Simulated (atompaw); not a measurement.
# Zn: the cost of one run

The numbers are computed with atompaw 4.2.0.5 (PBE, scalar-relativistic, spin-unpolarised reference atom).

### 1 Starting point

Typed settings, in words:

* element: zinc (Zn, Z = 30)
* type: PAW
* frozen core: [Ar]
* valence charge: 12
* reference configuration: 3d10 4s2 4p0
* partial waves: 4s (bound): rc 3.00 bohr; 4s channel at 4.85 Ry: rc 3.00 bohr; 4p (bound, empty): rc 3.00 bohr; 4p channel at 3.2 Ry: rc 3.00 bohr; 3d (bound): rc 1.35 bohr; 3d channel at 1.75 Ry: rc 1.35 bohr
* local potential: bessel scheme, radius 2.80 bohr
* core correction: smooth core density matched at 2.65 bohr
* augmentation charge: sinc compensation charge, radius 2.40 bohr; PAW radius 3.00 bohr; waves and projectors: custom polynom2 7 10 vanderbiltortho

The outer shells as boxes (Hund's rule for the drawing; the calculation is spin-unpolarised):

```
[Ar] core
3d [↑↓][↑↓][↑↓][↑↓][↑↓]
4s [↑↓]
4p [  ][  ][  ]
```

The nodes and maxima of the atom's own shells, from an earlier all-electron run, set the scale for the radii.

All-electron outer shells of the reference configuration (PBE, scalar-relativistic, ld1.x):

```json
{"shell": "3s", "level (eV)": "-129.23", "outermost node (bohr)": "0.28", "outermost maximum (bohr)": "0.59"}
{"shell": "3p", "level (eV)": "-83.40", "outermost node (bohr)": "0.25", "outermost maximum (bohr)": "0.59"}
{"shell": "3d", "level (eV)": "-10.14", "outermost node (bohr)": "–", "outermost maximum (bohr)": "0.57"}
{"shell": "4s", "level (eV)": "-5.98", "outermost node (bohr)": "0.85", "outermost maximum (bohr)": "2.09"}
{"shell": "4p", "level (eV)": "-1.12", "outermost node (bohr)": "0.92", "outermost maximum (bohr)": "3.08"}
```

### 2 Generating the potential

Zn.input reads:

```
Zn 30
GGA-PBE scalarrelativistic loggrid 1500 logderivrange -3 5 201
4 4 3 0 0 0
4 1 0
0 0 0
c
c
c
v
c
c
v
v
2
3.00 2.40 2.80 2.65
y
4.85
n
y
3.2
n
y
1.75
n
custom polynom2 7 10 vanderbiltortho sinc
bessel
3.00
3.00
3.00
3.00
1.35
1.35
PWSCFOUT
UPFDX 0.0125d0 UPFXMIN -7.d0 UPFZMESH 30.d0
END
```

On the command line:

```
atompaw < Zn.input > Zn.log
```

**Question.** How long does this run take on 1 thread of AMD EPYC 7R43, shared host?

About 6.4 s.
